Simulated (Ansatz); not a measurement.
# CH5AlGe, SMILES [CH2]1[AlH][GeH2]1: vertical and adiabatic energies of changing the electron count

Run with Ansatz 0.2.0, Python API.

`ch5alge_adiabatic.py`:
```python
"""How CH5AlGe relaxes after losing an electron."""

import itertools

import ansatz as az
from ase import Atoms
from ase.data import atomic_numbers, covalent_radii
import numpy as np

BASIS_SET = "def2-SVP"
FUNCTIONAL = "cam_b3lyp"
CHARGE = 1

atoms = Atoms(["C", "Al", "Ge", "H", "H", "H", "H", "H"], positions=[
    [-0.5893, 0.1994, -0.7548],
    [-0.112, 1.1077, 0.8917],
    [0.392, -1.1669, 0.0218],
    [-1.6392, -0.0064, -0.8437],
    [-0.1788, 0.6587, -1.7031],
    [0.4899, 2.462, 1.5301],
    [1.9869, -1.1663, -0.173],
    [-0.2572, -2.1454, 0.9752],
])
mol = az.Crystal.molecule_from_ase(atoms)

calculation = (
    mol.calculation()
    .basis(gaussian=BASIS_SET)
    .functional(FUNCTIONAL)
)
symbols = [site.symbol for site in mol.cartesian_sites]
start = np.array([site.position_ang for site in mol.cartesian_sites], dtype=float)
summary = calculation.relax(force_tolerance=0.01, max_steps=100).run().report
end = np.array(summary["positions_ang"])

minimum = az.Crystal.molecule()
for symbol, place in zip(symbols, end):
    minimum = minimum.atom(symbol, place.tolist())
ion = minimum.calculation()
ion = ion.basis(gaussian=BASIS_SET)
ion = ion.functional(FUNCTIONAL)
ion = ion.charge(CHARGE)
ion = ion.spin("collinear", total=1)
vertical = ion.run().report
settled = ion.relax(force_tolerance=0.01, max_steps=80).run().report
print(f"vertical ionisation energy   {vertical['free_energy_ev'] - summary['free_energy_ev']:.3f} eV")
print(f"adiabatic, no zero point     {settled['free_energy_ev'] - summary['free_energy_ev']:.3f} eV")
print(f"relaxation energy of the ion {vertical['free_energy_ev'] - settled['free_energy_ev']:.3f} eV")
ionised = np.array(settled["positions_ang"])
# pairs closer than 1.2 times the sum of covalent radii, before or after
radius = [covalent_radii[atomic_numbers[s]] for s in symbols]
span = lambda where, i, j: np.linalg.norm(where[i] - where[j])
bonded = [(i, j) for i, j in itertools.combinations(range(len(symbols)), 2) if min(span(end, i, j), span(ionised, i, j)) < 1.2 * (radius[i] + radius[j])]
print("pair        before    after (A)")
for i, j in bonded:
    print(f"{symbols[i]}{i}-{symbols[j]}{j}".ljust(10), f"{span(end, i, j):8.4f} {span(ionised, i, j):8.4f}")
```

`python ch5alge_adiabatic.py` gives:
```text
vertical ionisation energy   8.142 eV
adiabatic, no zero point     7.358 eV
relaxation energy of the ion 0.784 eV
pair        before    after (A)
C0-Al1       1.9388   1.9232
C0-Ge2       2.0443   1.9560
C0-H3        1.1007   1.1017
C0-H4        1.1009   1.1017
Al1-Ge2      2.3643   2.6891
Al1-H5       1.5760   1.5531
Ge2-H6       1.5364   1.5203
Ge2-H7       1.5364   1.5203
```

The energies are electronic: no zero-point or thermal terms, and the basis set is short of its limit. The product may relax into another structure. Each relaxation finds its nearest minimum, which needn't be the lowest. Timing: 2.1 min on 1 thread of Arm Neoverse V1 (shared host), peak memory 0.38 GiB.
